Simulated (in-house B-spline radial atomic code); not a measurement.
**Cl in a hard spherical wall**

Aim: energy and levels of Cl squeezed by an impenetrable sphere of shrinking radius. More than one configuration is followed.

Program: in-house B-spline radial atomic code version 1. Level of theory: Dirac-Hartree-Fock, average of configuration, Fermi nucleus, basis-set limit. These are calculated values, not measurements, unless marked.

## Step 1: What is computed

- element: chlorine (Z = 17)
- charge: 0
- electrons: 17
- configuration: [Ne] 3s2 3p5
- Hamiltonian: Dirac-Coulomb
- nucleus: Fermi, rms radius 3.365 fm

Outer shells as boxes (Hund's rule):

[Ne] 3s2 3p5
```
[Ne] core
3s [↑↓]
3p [↑↓][↑↓][↑ ]
```

The boxes draw the filling by Hund's rule, which heavy ions in jj coupling don't follow; these runs average over all states of the configuration.

Input settings:

```ini
Z = 17
electrons = 17.0
configuration = [Ne] 3s2 3p5
hamiltonian = dirac
method = hf
spin_polarised = False
nucleus = fermi
rms_radius = 3.3654
mass_number = 35
atomic_mass = 34.968852694
speed_of_light = 137.035999084
```

This reference run was done before. Its total energy is -460.938365 hartree, and its levels are (the highest eight at most):

```tsv
orbital	occupation	energy (eV)	<r> (bohr)
1s1/2	2	-2865.12	0.09084
2s1/2	2	-290.51	0.4395
2p1/2	2	-220.88	0.4035
2p3/2	4	-219.12	0.4058
3s1/2	2	-29.377	1.550
3p1/2	1.66667	-13.857	1.835
3p3/2	3.33333	-13.716	1.845
```

## Step 2: Wall at 6.22 bohr, configuration [Ne] 3s2 3p5

The settings differ from step 1 so:

```diff
@@ -11 +11,2 @@
 speed_of_light = 137.035999084
+wall_radius = 6.22
```

Main fields of the result record, rounded:

```text
status: converged
scf [iteration, energy, orbital gradient]:
  - [1, -459.46220851, 0.281]
  - [2, -460.760876487, 0.067]
  - [3, -460.913778651, 0.0212]
  - [4, -460.932355836, 0.00837]
  - [5, -460.934922118, 0.00247]
  - [6, -460.935140495, 0.000116]
  - [7, -460.935141917, 3.74e-05]
  - [8, -460.935141954, 3.04e-06]
  - [9, -460.935141954, 1.6e-07]
energy [hartree]: {"total": -460.935141954, "kinetic": 463.904309113, "nuclear": -1100.81409632, "coulomb": 203.344137403, "exact_exchange": -27.3694921505}
breit [hartree]: {"gaunt": 0.117135, "retardation": -0.008790162, "frequency_dependence": -0.0001070186}
qed [hartree]: {"self_energy": 0.07627788, "uehling": -0.005165511, "wichmann_kroll": 1.38519e-05}
recoil [hartree]: 0.005953229
total_with_corrections [hartree]: -460.749824734
orbitals [hartree, bohr; first row names the columns]:
  - ["name", "occ", "eps", "<r>"]
  - ["1s1/2", 2.0, -105.28334, 0.090843]
  - ["2s1/2", 2.0, -10.668596, 0.43952]
  - ["2p1/2", 2.0, -8.1098055, 0.40355]
  - ["2p3/2", 4.0, -8.0451257, 0.40577]
  - ["3s1/2", 2.0, -1.0747523, 1.5503]
  - ["3p1/2", 1.6667, -0.50484377, 1.8241]
  - ["3p3/2", 3.3333, -0.49968269, 1.8326]
sum_r [bohr^k]: {"-1": 64.7538, "1": 15.74045, "2": 27.16804}
energy_minus_base [hartree]: 0.00322346189
energy_minus_base_with_corrections [hartree]: 0.00322620751
```

Run time: 0.52 s. Hardware: 1 thread, shared host.

energy_minus_base is the energy less that of the reference run.

## Step 3: Wall at 3.55 bohr, configuration [Ne] 3s2 3p5

The settings differ from step 2 so:

```diff
@@ -11,2 +11,2 @@
 speed_of_light = 137.035999084
-wall_radius = 6.22
+wall_radius = 3.55
```

Result record:

```text
status: converged
scf [iteration, energy, orbital gradient]:
  - [1, -460.126496396, 0.276]
  - [2, -460.571418345, 0.0459]
  - [3, -460.591968226, 0.0175]
  - [4, -460.594947074, 0.00672]
  - [5, -460.595441632, 0.00152]
  - [6, -460.595469959, 5.38e-05]
  - [7, -460.595470017, 3.62e-06]
  - [8, -460.595470018, 3.84e-07]
  - [9, -460.595470018, 4.26e-08]
energy [hartree]: {"total": -460.595470017, "kinetic": 465.739725651, "nuclear": -1105.78723932, "coulomb": 207.079451024, "exact_exchange": -27.6274073723}
breit [hartree]: {"gaunt": 0.1174376, "retardation": -0.008842146, "frequency_dependence": -0.0001076211}
qed [hartree]: {"self_energy": 0.07627208, "uehling": -0.005164951, "wichmann_kroll": 1.385041e-05}
recoil [hartree]: 0.005938414
total_with_corrections [hartree]: -460.409922815
orbitals [hartree, bohr; first row names the columns]:
  - ["name", "occ", "eps", "<r>"]
  - ["1s1/2", 2.0, -104.99394, 0.090848]
  - ["2s1/2", 2.0, -10.409732, 0.43997]
  - ["2p1/2", 2.0, -7.8493604, 0.40416]
  - ["2p3/2", 4.0, -7.7849585, 0.40639]
  - ["3s1/2", 2.0, -0.92200797, 1.5027]
  - ["3p1/2", 1.6667, -0.33434264, 1.6307]
  - ["3p3/2", 3.3333, -0.32888129, 1.6348]
sum_r [bohr^k]: {"-1": 65.04634, "1": 14.66804, "2": 21.89809}
energy_minus_base [hartree]: 0.342895399
energy_minus_base_with_corrections [hartree]: 0.343128127
```

It took 0.3 s on 1 thread, shared host.

## Step 4: Wall at 2 bohr, configuration [Ne] 3s2 3p5

The settings differ from step 3 so:

```diff
@@ -11,2 +11,2 @@
 speed_of_light = 137.035999084
-wall_radius = 3.55
+wall_radius = 2.0
```

Result record:

```text
status: converged
scf [iteration, energy, orbital gradient]:
  - [1, -453.816303305, 0.255]
  - [2, -453.960669748, 0.0135]
  - [3, -453.961852074, 0.00565]
  - [4, -453.962054542, 0.0024]
  - [5, -453.962099151, 0.000419]
  - [6, -453.96210053, 2.23e-05]
  - [7, -453.962100535, 6.35e-07]
  - [8, -453.962100535, 3.21e-08]
energy [hartree]: {"total": -453.962100535, "kinetic": 487.13470478, "nuclear": -1141.52456285, "coulomb": 229.638450631, "exact_exchange": -29.2106930987}
breit [hartree]: {"gaunt": 0.1214458, "retardation": -0.009478996, "frequency_dependence": -0.0001130941}
qed [hartree]: {"self_energy": 0.07662232, "uehling": -0.005184878, "wichmann_kroll": 1.390387e-05}
recoil [hartree]: 0.005726594
total_with_corrections [hartree]: -453.773068851
orbitals [hartree, bohr; first row names the columns]:
  - ["name", "occ", "eps", "<r>"]
  - ["1s1/2", 2.0, -102.99791, 0.090907]
  - ["2s1/2", 2.0, -8.8378715, 0.4454]
  - ["2p1/2", 2.0, -6.2345392, 0.41317]
  - ["2p3/2", 4.0, -6.1727973, 0.41554]
  - ["3s1/2", 2.0, 0.47876651, 1.1433]
  - ["3p1/2", 1.6667, 1.2599443, 1.1423]
  - ["3p3/2", 3.3333, 1.2720168, 1.1432]
sum_r [bohr^k]: {"-1": 67.14853, "1": 11.56244, "2": 11.88055}
energy_minus_base [hartree]: 6.97626488
energy_minus_base_with_corrections [hartree]: 6.97998209
```

Wall time 0.25 s (1 thread, shared host).

## Step 5: Wall at 6.22 bohr, configuration [Ne] 3s1 3p6

Input settings:

```ini
Z = 17
electrons = 17.0
configuration = [Ne] 3s1 3p6
hamiltonian = dirac
method = hf
spin_polarised = False
nucleus = fermi
rms_radius = 3.3654
mass_number = 35
atomic_mass = 34.968852694
speed_of_light = 137.035999084
wall_radius = 6.22
```

Result record:

```text
status: converged
scf [iteration, energy, orbital gradient]:
  - [1, -458.714600114, 0.284]
  - [2, -460.132424297, 0.0689]
  - [3, -460.336173009, 0.0212]
  - [4, -460.3594067, 0.00781]
  - [5, -460.362384048, 0.00283]
  - [6, -460.362677606, 0.000127]
  - [7, -460.36267985, 3.36e-05]
  - [8, -460.362679911, 1.94e-06]
  - [9, -460.362679912, 1.83e-07]
energy [hartree]: {"total": -460.362679912, "kinetic": 463.325199272, "nuclear": -1098.8924804, "coulomb": 202.327270561, "exact_exchange": -27.1226693431}
breit [hartree]: {"gaunt": 0.1171293, "retardation": -0.008828943, "frequency_dependence": -0.0001087061}
qed [hartree]: {"self_energy": 0.07599854, "uehling": -0.005147613, "wichmann_kroll": 1.3804e-05}
recoil [hartree]: 0.005939142
total_with_corrections [hartree]: -460.177684359
orbitals [hartree, bohr; first row names the columns]:
  - ["name", "occ", "eps", "<r>"]
  - ["1s1/2", 2.0, -105.35497, 0.09085]
  - ["2s1/2", 2.0, -10.726772, 0.44024]
  - ["2p1/2", 2.0, -8.1840949, 0.40286]
  - ["2p3/2", 4.0, -8.119345, 0.40507]
  - ["3s1/2", 1.0, -1.1775739, 1.529]
  - ["3p1/2", 2.0, -0.49890061, 1.8196]
  - ["3p3/2", 4.0, -0.49341014, 1.8287]
sum_r [bohr^k]: {"-1": 64.64076, "1": 15.97117, "2": 28.1746}
energy_minus_base [hartree]: 0.575685504
energy_minus_base_with_corrections [hartree]: 0.575366583
```

Run time: 0.5 s. Hardware: 1 thread, shared host.

## Step 6: Wall at 3.55 bohr, configuration [Ne] 3s1 3p6

The settings differ from step 5 so:

```diff
@@ -11,2 +11,2 @@
 speed_of_light = 137.035999084
-wall_radius = 6.22
+wall_radius = 3.55
```

Result record:

```text
status: converged
scf [iteration, energy, orbital gradient]:
  - [1, -459.50518175, 0.28]
  - [2, -459.958811257, 0.0434]
  - [3, -459.981535204, 0.0162]
  - [4, -459.984743238, 0.00619]
  - [5, -459.985254935, 0.00161]
  - [6, -459.985286096, 2.38e-05]
  - [7, -459.985286111, 8.85e-07]
  - [8, -459.985286111, 4.66e-08]
energy [hartree]: {"total": -459.985286111, "kinetic": 465.30820335, "nuclear": -1104.30158923, "coulomb": 206.415378751, "exact_exchange": -27.4072789849}
breit [hartree]: {"gaunt": 0.1174599, "retardation": -0.008886354, "frequency_dependence": -0.0001094069}
qed [hartree]: {"self_energy": 0.07598454, "uehling": -0.005146513, "wichmann_kroll": 1.380106e-05}
recoil [hartree]: 0.00592269
total_with_corrections [hartree]: -459.800047466
orbitals [hartree, bohr; first row names the columns]:
  - ["name", "occ", "eps", "<r>"]
  - ["1s1/2", 2.0, -105.03907, 0.090856]
  - ["2s1/2", 2.0, -10.443711, 0.44077]
  - ["2p1/2", 2.0, -7.8998506, 0.40339]
  - ["2p3/2", 4.0, -7.8354256, 0.4056]
  - ["3s1/2", 1.0, -1.012789, 1.4922]
  - ["3p1/2", 2.0, -0.31332853, 1.6309]
  - ["3p3/2", 4.0, -0.30769491, 1.6352]
sum_r [bohr^k]: {"-1": 64.95895, "1": 14.7872, "2": 22.32138}
energy_minus_base [hartree]: 0.953079305
energy_minus_base_with_corrections [hartree]: 0.953003476
```

It took 0.26 s on 1 thread, shared host.

## Step 7: Wall at 2 bohr, configuration [Ne] 3s1 3p6

The settings differ from step 6 so:

```diff
@@ -11,2 +11,2 @@
 speed_of_light = 137.035999084
-wall_radius = 3.55
+wall_radius = 2.0
```

Result record:

```text
status: converged
scf [iteration, energy, orbital gradient]:
  - [1, -452.970361191, 0.262]
  - [2, -453.114833966, 0.012]
  - [3, -453.115851862, 0.00508]
  - [4, -453.116030599, 0.00219]
  - [5, -453.11607096, 0.000422]
  - [6, -453.116072075, 1.96e-05]
  - [7, -453.116072079, 6.51e-07]
  - [8, -453.116072079, 2.77e-08]
energy [hartree]: {"total": -453.116072079, "kinetic": 486.830060307, "nuclear": -1140.67995678, "coulomb": 229.723468813, "exact_exchange": -28.9896444235}
breit [hartree]: {"gaunt": 0.1217086, "retardation": -0.009603395, "frequency_dependence": -0.0001169375}
qed [hartree]: {"self_energy": 0.07605611, "uehling": -0.005148462, "wichmann_kroll": 1.380641e-05}
recoil [hartree]: 0.005689411
total_with_corrections [hartree]: -452.927472939
orbitals [hartree, bohr; first row names the columns]:
  - ["name", "occ", "eps", "<r>"]
  - ["1s1/2", 2.0, -102.96705, 0.090925]
  - ["2s1/2", 2.0, -8.80728, 0.44761]
  - ["2p1/2", 2.0, -6.2347281, 0.41075]
  - ["2p3/2", 4.0, -6.1731745, 0.41306]
  - ["3s1/2", 1.0, 0.3855732, 1.1412]
  - ["3p1/2", 2.0, 1.3157402, 1.1454]
  - ["3p3/2", 4.0, 1.3278787, 1.1463]
sum_r [bohr^k]: {"-1": 67.09885, "1": 11.56813, "2": 11.90378}
energy_minus_base [hartree]: 7.82229334
energy_minus_base_with_corrections [hartree]: 7.825578
```

Wall time 0.26 s (1 thread, shared host).

## Step 8: Wall at 6.22 bohr, configuration [He] 2s2 2p5 3s2 3p5 3d1

Input settings:

```ini
Z = 17
electrons = 17.0
configuration = [He] 2s2 2p5 3s2 3p5 3d1
hamiltonian = dirac
method = hf
spin_polarised = False
nucleus = fermi
rms_radius = 3.3654
mass_number = 35
atomic_mass = 34.968852694
speed_of_light = 137.035999084
wall_radius = 6.22
```

Result record:

```text
status: converged
scf [iteration, energy, orbital gradient]:
  - [1, -450.028495917, 0.3]
  - [2, -452.454576462, 0.283]
  - [3, -453.180448571, 0.0778]
  - [4, -453.242790395, 0.0272]
  - [5, -453.251221289, 0.00487]
  - [6, -453.252056031, 0.00221]
  - [7, -453.252181392, 0.000775]
  - [8, -453.252230391, 0.000201]
  - [9, -453.252232017, 1.98e-05]
  - [10, -453.252232028, 6.41e-06]
  - [11, -453.252232029, 4.68e-07]
  - [12, -453.252232029, 1.35e-07]
energy [hartree]: {"total": -453.252232029, "kinetic": 456.395025894, "nuclear": -1074.23290967, "coulomb": 189.445179782, "exact_exchange": -24.8595280387}
breit [hartree]: {"gaunt": 0.1125841, "retardation": -0.00820403, "frequency_dependence": -9.574227e-05}
qed [hartree]: {"self_energy": 0.07666703, "uehling": -0.005192607, "wichmann_kroll": 1.392431e-05}
recoil [hartree]: 0.005937009
total_with_corrections [hartree]: -453.070522394
orbitals [hartree, bohr; first row names the columns]:
  - ["name", "occ", "eps", "<r>"]
  - ["1s1/2", 2.0, -106.85044, 0.090753]
  - ["2s1/2", 2.0, -11.536983, 0.43135]
  - ["2p1/2", 1.6667, -8.9909098, 0.38977]
  - ["2p3/2", 3.3333, -8.9244265, 0.39189]
  - ["3s1/2", 2.0, -1.3016164, 1.4392]
  - ["3p1/2", 1.6667, -0.92248324, 1.6255]
  - ["3p3/2", 3.3333, -0.91488003, 1.6326]
  - ["3d3/2", 0.4, 0.031538186, 2.8701]
  - ["3d5/2", 0.6, 0.031505889, 2.8714]
sum_r [bohr^k]: {"-1": 63.1902, "1": 16.90066, "2": 31.52833}
energy_minus_base [hartree]: 7.68613339
energy_minus_base_with_corrections [hartree]: 7.68252855
```

Wall time 1.1 s (1 thread, shared host).

## Step 9: Wall at 3.55 bohr, configuration [He] 2s2 2p5 3s2 3p5 3d1

The settings differ from step 8 so:

```diff
@@ -11,2 +11,2 @@
 speed_of_light = 137.035999084
-wall_radius = 6.22
+wall_radius = 3.55
```

Result record:

```text
status: converged
scf [iteration, energy, orbital gradient]:
  - [1, -451.537061803, 0.295]
  - [2, -452.752550923, 0.105]
  - [3, -452.821425534, 0.0422]
  - [4, -452.82969039, 0.0186]
  - [5, -452.831330611, 0.00163]
  - [6, -452.831437038, 0.00107]
  - [7, -452.831445636, 0.000186]
  - [8, -452.831446144, 2.42e-05]
  - [9, -452.831446152, 1.94e-06]
  - [10, -452.831446152, 6.34e-07]
  - [11, -452.831446152, 9.31e-08]
energy [hartree]: {"total": -452.831446152, "kinetic": 458.023579275, "nuclear": -1079.67218272, "coulomb": 193.90159401, "exact_exchange": -25.0844367206}
breit [hartree]: {"gaunt": 0.1126817, "retardation": -0.00822689, "frequency_dependence": -9.586738e-05}
qed [hartree]: {"self_energy": 0.07664185, "uehling": -0.00519099, "wichmann_kroll": 1.391999e-05}
recoil [hartree]: 0.0059192
total_with_corrections [hartree]: -452.649703178
orbitals [hartree, bohr; first row names the columns]:
  - ["name", "occ", "eps", "<r>"]
  - ["1s1/2", 2.0, -106.52663, 0.090754]
  - ["2s1/2", 2.0, -11.21865, 0.43169]
  - ["2p1/2", 1.6667, -8.6647111, 0.3879]
  - ["2p3/2", 3.3333, -8.5977852, 0.38995]
  - ["3s1/2", 2.0, -1.0834749, 1.4309]
  - ["3p1/2", 1.6667, -0.71406518, 1.5455]
  - ["3p3/2", 3.3333, -0.70717067, 1.55]
  - ["3d3/2", 0.4, 0.29085919, 1.7363]
  - ["3d5/2", 0.6, 0.29113517, 1.737]
sum_r [bohr^k]: {"-1": 63.51016, "1": 15.33226, "2": 23.09278}
energy_minus_base [hartree]: 8.10691926
energy_minus_base_with_corrections [hartree]: 8.10334776
```

It took 0.64 s on 1 thread, shared host.

## Step 10: Wall at 2 bohr, configuration [He] 2s2 2p5 3s2 3p5 3d1

The settings differ from step 9 so:

```diff
@@ -11,2 +11,2 @@
 speed_of_light = 137.035999084
-wall_radius = 3.55
+wall_radius = 2.0
```

Result record:

```text
status: converged
scf [iteration, energy, orbital gradient]:
  - [1, -445.689797865, 0.748]
  - [2, -446.053024787, 0.112]
  - [3, -446.0670031, 0.0679]
  - [4, -446.070216456, 0.038]
  - [5, -446.071524893, 0.0026]
  - [6, -446.071551574, 0.000384]
  - [7, -446.071553491, 7.48e-05]
  - [8, -446.071553513, 5.35e-06]
  - [9, -446.071553513, 1.06e-06]
  - [10, -446.071553513, 9.56e-08]
energy [hartree]: {"total": -446.071553513, "kinetic": 480.179058842, "nuclear": -1116.60107878, "coulomb": 216.971262402, "exact_exchange": -26.6207959748}
breit [hartree]: {"gaunt": 0.1164624, "retardation": -0.008852619, "frequency_dependence": -0.0001006107}
qed [hartree]: {"self_energy": 0.07691775, "uehling": -0.005207084, "wichmann_kroll": 1.396318e-05}
recoil [hartree]: 0.005694776
total_with_corrections [hartree]: -445.886624982
orbitals [hartree, bohr; first row names the columns]:
  - ["name", "occ", "eps", "<r>"]
  - ["1s1/2", 2.0, -104.44622, 0.090807]
  - ["2s1/2", 2.0, -9.5291531, 0.43694]
  - ["2p1/2", 1.6667, -6.5987914, 0.37367]
  - ["2p3/2", 3.3333, -6.5305571, 0.37546]
  - ["3s1/2", 2.0, 0.30226915, 1.1298]
  - ["3p1/2", 1.6667, 0.48444577, 1.1535]
  - ["3p3/2", 3.3333, 0.49321915, 1.155]
  - ["3d3/2", 0.4, 1.9396234, 1.1076]
  - ["3d5/2", 0.6, 1.9405171, 1.1079]
sum_r [bohr^k]: {"-1": 65.68245, "1": 12.06963, "2": 12.6619}
energy_minus_base [hartree]: 14.8668119
energy_minus_base_with_corrections [hartree]: 14.866426
```

Wall time 0.53 s (1 thread, shared host).

## Step 11: Results against the radius

| configuration | radius (bohr) | energy above the free system (eV) | highest level (eV) |
| --- | --- | --- | --- |
| [Ne] 3s2 3p5 | 6.22 | 0.0877 | -13.597 (3p3/2) |
| [Ne] 3s2 3p5 | 3.55 | 9.331 | -8.949 (3p3/2) |
| [Ne] 3s2 3p5 | 2 | 189.83 | 34.613 (3p3/2) |
| [Ne] 3s1 3p6 | 6.22 | 15.665 | -13.426 (3p3/2) |
| [Ne] 3s1 3p6 | 3.55 | 25.935 | -8.373 (3p3/2) |
| [Ne] 3s1 3p6 | 2 | 212.86 | 36.133 (3p3/2) |
| [He] 2s2 2p5 3s2 3p5 3d1 | 6.22 | 209.15 | 0.858 (3d3/2) |
| [He] 2s2 2p5 3s2 3p5 3d1 | 3.55 | 220.60 | 7.922 (3d5/2) |
| [He] 2s2 2p5 3s2 3p5 3d1 | 2 | 404.55 | 52.804 (3d5/2) |

What this shows: For [Ne] 3s2 3p5 the energy above the free reference is 0.0877 eV at 6.22 bohr and 189.83 eV at 2 bohr. Its highest level passes zero between 3.55 and 2 bohr; in smaller spheres the level is positive, pushed up by confinement, and the wall keeps the electron in. Of [Ne] 3s2 3p5 and [Ne] 3s1 3p6, the first stays lower at every radius that both share. At 2 bohr the lowest of all 3 is [Ne] 3s2 3p5. A hard wall is a crude model of an atom's surroundings.
